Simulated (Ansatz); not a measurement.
# C2H2Se (SMILES C=C=[Se]): one structure at several levels

The atoms stand at a structure displaced at random from a GFN2-xTB minimum. How far do the functionals agree with CCSD(T) there?

Method: single points in def2-TZVPP; program: Ansatz 0.2.0, Gaussian basis.

Cores are frozen in the correlated methods. Filled d shells of the heavier atoms are correlated.

## 1. The starting structure

SMILES `C=C=[Se]`, 5 atoms, charge 0, spin multiplicity 1.

Atoms are counted from 1 here; the program's logs count them from 0.

Bond lengths: C1–C2 1.323 Å, C1–H4 1.072 Å, C1–H5 1.013 Å, C2–Se3 1.686 Å. Angles: C2–C1–H4 118.6°, C2–C1–H5 124.5°, H4–C1–H5 116.8°, C1–C2–Se3 177.6°.

Coordinates:

```mol
C2H2Se
  3D, bonds by distance, orders not assigned

  5  4  0  0  0  0  0  0  0  0999 V2000
    0.4369   -0.4645   -0.1383 C   0  0
   -0.4764    0.4443    0.1627 C   0  0
   -1.6064    1.6134    0.6089 Se  0  0
    1.2706   -0.1734   -0.7466 H   0  0
    0.3969   -1.4356    0.1476 H   0  0
  1  2  8  0
  1  4  8  0
  1  5  8  0
  2  3  8  0
M  END
```

## 2. CCSD(T)/def2-TZVPP

run/in.yaml reads:

```yaml
crystal:
  periodic: [false, false, false]
  atoms:
    - {symbol: C, position_ang: [0.436900, -0.464500, -0.138300]}
    - {symbol: C, position_ang: [-0.476400, 0.444300, 0.162700]}
    - {symbol: Se, position_ang: [-1.606400, 1.613400, 0.608900]}
    - {symbol: H, position_ang: [1.270600, -0.173400, -0.746600]}
    - {symbol: H, position_ang: [0.396900, -1.435600, 0.147600]}
basis:
  gaussian: {orbitals: def2-TZVPP}
correlation: {method: ccsd_t}
output: {forces: true}
```

No record of the launch command was kept for these runs.

## 3. PBE0-D4/def2-TZVPP

run/in.yaml, as its differences from that of step 2:

```diff
@@ -10,3 +10,3 @@
   gaussian: {orbitals: def2-TZVPP}
-correlation: {method: ccsd_t}
-output: {forces: true}
+hamiltonian: {xc: pbe0, dispersion: d4}
+output: {forces: true, orbitals: {seedname: orbitals}}
```

## 4. wB97M-V/def2-TZVPP

run/in.yaml, as its differences from that of step 3:

```diff
@@ -10,3 +10,3 @@
   gaussian: {orbitals: def2-TZVPP}
-hamiltonian: {xc: pbe0, dispersion: d4}
-output: {forces: true, orbitals: {seedname: orbitals}}
+hamiltonian: {xc: {name: wB97M-V}}
+output: {forces: true}
```

## 5. r2SCAN-D4/def2-TZVPP

run/in.yaml, as its differences from that of step 4:

```diff
@@ -10,3 +10,3 @@
   gaussian: {orbitals: def2-TZVPP}
-hamiltonian: {xc: {name: wB97M-V}}
+hamiltonian: {xc: r2scan, dispersion: d4}
 output: {forces: true}
```

## 6. PBE-D4/def2-TZVPP

run/in.yaml, as its differences from that of step 5:

```diff
@@ -10,3 +10,3 @@
   gaussian: {orbitals: def2-TZVPP}
-hamiltonian: {xc: r2scan, dispersion: d4}
+hamiltonian: {xc: pbe, dispersion: d4}
 output: {forces: true}
```

## 7. CAM-B3LYP-D4/def2-TZVPP

run/in.yaml, as its differences from that of step 6:

```diff
@@ -10,3 +10,3 @@
   gaussian: {orbitals: def2-TZVPP}
-hamiltonian: {xc: pbe, dispersion: d4}
+hamiltonian: {xc: {name: CAM-B3LYP}, dispersion: d4}
 output: {forces: true}
```

## 8. LC-wPBE/def2-TZVPP

run/in.yaml, as its differences from that of step 7:

```diff
@@ -10,3 +10,3 @@
   gaussian: {orbitals: def2-TZVPP}
-hamiltonian: {xc: {name: CAM-B3LYP}, dispersion: d4}
+hamiltonian: {xc: {name: LC-wPBE}}
 output: {forces: true}
```

(Steps that only read results are left out.)

Q: Predict the outcome of this session. Wanted: energy less free atoms, CCSD(T)/def2-TZVPP; RMS force component; RMS force error; HOMO and LUMO, PBE0-D4; T1 diagnostic.

**Answer**, as computed:

| quantity | value |
| --- | --- |
| energy less free atoms, CCSD(T)/def2-TZVPP | -1850.1 kJ/mol |
| RMS force component | 1.171 to 1.374 eV/Å over the methods |
| RMS force error | PBE0-D4 0.311, wB97M-V 0.303, r2SCAN-D4 0.257, PBE-D4 0.206, CAM-B3LYP-D4 0.370, LC-wPBE 0.442 eV/Å |
| HOMO and LUMO, PBE0-D4 | -6.44 and -2.35 eV |
| T1 diagnostic | 0.016 |

**Reading.** Against CCSD(T) the functionals' energies less atoms differ by -148.2 to -20.1 kJ/mol, PBE-D4 by -148.2 kJ/mol. The reference is not at the basis limit: in triple zeta CCSD(T) underbinds, which counts against methods that bind more; the gaps are no ranking. The forces of PBE-D4 come nearest to CCSD(T), those of LC-wPBE are farthest. Frozen-core CCSD(T) forces in triple zeta carry basis errors of their own, and this is one geometry, so small gaps rank nothing. The restricted Hartree–Fock reference is unstable towards an unrestricted one at one or more of these structures.
